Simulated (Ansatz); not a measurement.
# Cu24CO: the cost of one run

Computed with Ansatz 0.2.0 (DFT r2SCAN, scalar-relativistic, plane waves, PAW, unless a step's input says otherwise).

## (1) The structure to begin with

Symmetry: Pmm2, No. 25, orthorhombic system. Conventional cell: a = 5.112 Å, b = 7.230 Å, c = 22.390 Å, α = 90.00°, β = 90.00°, γ = 90.00°. Around Cu (site symmetry 1) lie 7 Cu at 2.56 Å. Cu (site symmetry mm2) has 11 Cu at 2.56 Å in its first shell of neighbours. Cu (site symmetry 1) has 12 Cu at 2.56 Å in its first shell of neighbours. Cu (site symmetry mm2) is surrounded by 12 Cu at 2.56 Å. Only part of the 17 independent sites is listed.

As a file:

```xyz
26
Lattice="7.2300 0.0000 0.0000 0.0000 5.1124 0.0000 0.0000 0.0000 22.3905" Properties=species:S:1:pos:R:3 pbc="T T T"
Cu    1.8075    1.2781    6.0000
Cu    5.4225    1.2781    6.0000
Cu    1.8075    3.8343    6.0000
Cu    5.4225    3.8343    6.0000
Cu    0.0000    0.0000    7.2781
Cu    3.6150    0.0000    7.2781
Cu    0.0000    2.5562    7.2781
Cu    3.6150    2.5562    7.2781
Cu    1.8075    1.2781    8.5562
Cu    5.4225    1.2781    8.5562
Cu    1.8075    3.8343    8.5562
Cu    5.4225    3.8343    8.5562
Cu    0.0000    0.0000    9.8343
Cu    3.6150    0.0000    9.8343
Cu    0.0000    2.5562    9.8343
Cu    3.6150    2.5562    9.8343
Cu    1.8075    1.2781   11.1124
Cu    5.4225    1.2781   11.1124
Cu    1.8075    3.8343   11.1124
Cu    5.4225    3.8343   11.1124
Cu    0.0000    0.0000   12.3905
Cu    3.6150    0.0000   12.3905
Cu    0.0000    2.5562   12.3905
Cu    3.6150    2.5562   12.3905
C     3.6150    2.5562   14.2405
O     3.6150    2.5562   15.3905
```

## (2) Relaxing the atoms: Cu24CO slab, no spin

input.yaml

```yaml
crystal:
  lattice:
    - [7.23, 0.0, 0.0]
    - [0.0, 5.11238203, 0.0]
    - [0.0, 0.0, 22.39047753]
  atoms:
    - { symbol: Cu, position: [0.25, 0.25, 0.26797106] }
    - { symbol: Cu, position: [0.75, 0.25, 0.26797106] }
    - { symbol: Cu, position: [0.25, 0.75, 0.26797106] }
    - { symbol: Cu, position: [0.75, 0.75, 0.26797106] }
    - { symbol: Cu, position: [0.0, 0.0, 0.3250531614] }
    - { symbol: Cu, position: [0.5, 0.0, 0.3250531614] }
    - { symbol: Cu, position: [0.0, 0.5, 0.3250531614] }
    - { symbol: Cu, position: [0.5, 0.5, 0.3250531614] }
    - { symbol: Cu, position: [0.25, 0.25, 0.3821352627] }
    - { symbol: Cu, position: [0.75, 0.25, 0.3821352627] }
    - { symbol: Cu, position: [0.25, 0.75, 0.3821352627] }
    - { symbol: Cu, position: [0.75, 0.75, 0.3821352627] }
    - { symbol: Cu, position: [0.0, 0.0, 0.439217364] }
    - { symbol: Cu, position: [0.5, 0.0, 0.439217364] }
    - { symbol: Cu, position: [0.0, 0.5, 0.439217364] }
    - { symbol: Cu, position: [0.5, 0.5, 0.439217364] }
    - { symbol: Cu, position: [0.25, 0.25, 0.4962994653] }
    - { symbol: Cu, position: [0.75, 0.25, 0.4962994653] }
    - { symbol: Cu, position: [0.25, 0.75, 0.4962994653] }
    - { symbol: Cu, position: [0.75, 0.75, 0.4962994653] }
    - { symbol: Cu, position: [0.0, 0.0, 0.5533815666] }
    - { symbol: Cu, position: [0.5, 0.0, 0.5533815666] }
    - { symbol: Cu, position: [0.0, 0.5, 0.5533815666] }
    - { symbol: Cu, position: [0.5, 0.5, 0.5533815666] }
    - { symbol: C, position: [0.5, 0.5, 0.6360059768] }
    - { symbol: O, position: [0.5, 0.5, 0.6873670966] }
scf:
  occupations: { method: gaussian, width: 0.1 }
output:
  forces: true
  stress: false
  write_density: true
  write_potential: true
  elf: true
  volumetric_format: npy
hamiltonian:
  xc: r2scan
kpoints:
  mp_grid: { grid: [4, 6, 1] }
relax:
  f_tol: 0.004
  constraints: [{ sites: [0, 1, 2, 3, 4, 5, 6, 7] }]
```

The run is started by

```
> ansatz run input.yaml --threads 8 --pin off --max-ram 24576MiB --backend cpu --events-out ev --progress --plain --runs-dir out
```

**Question.** How long does this run take on 8 threads of Intel Xeon Platinum 8488C (Sapphire Rapids), shared host, and how much memory does it need?

About 8 min, with a peak of 14 GiB.
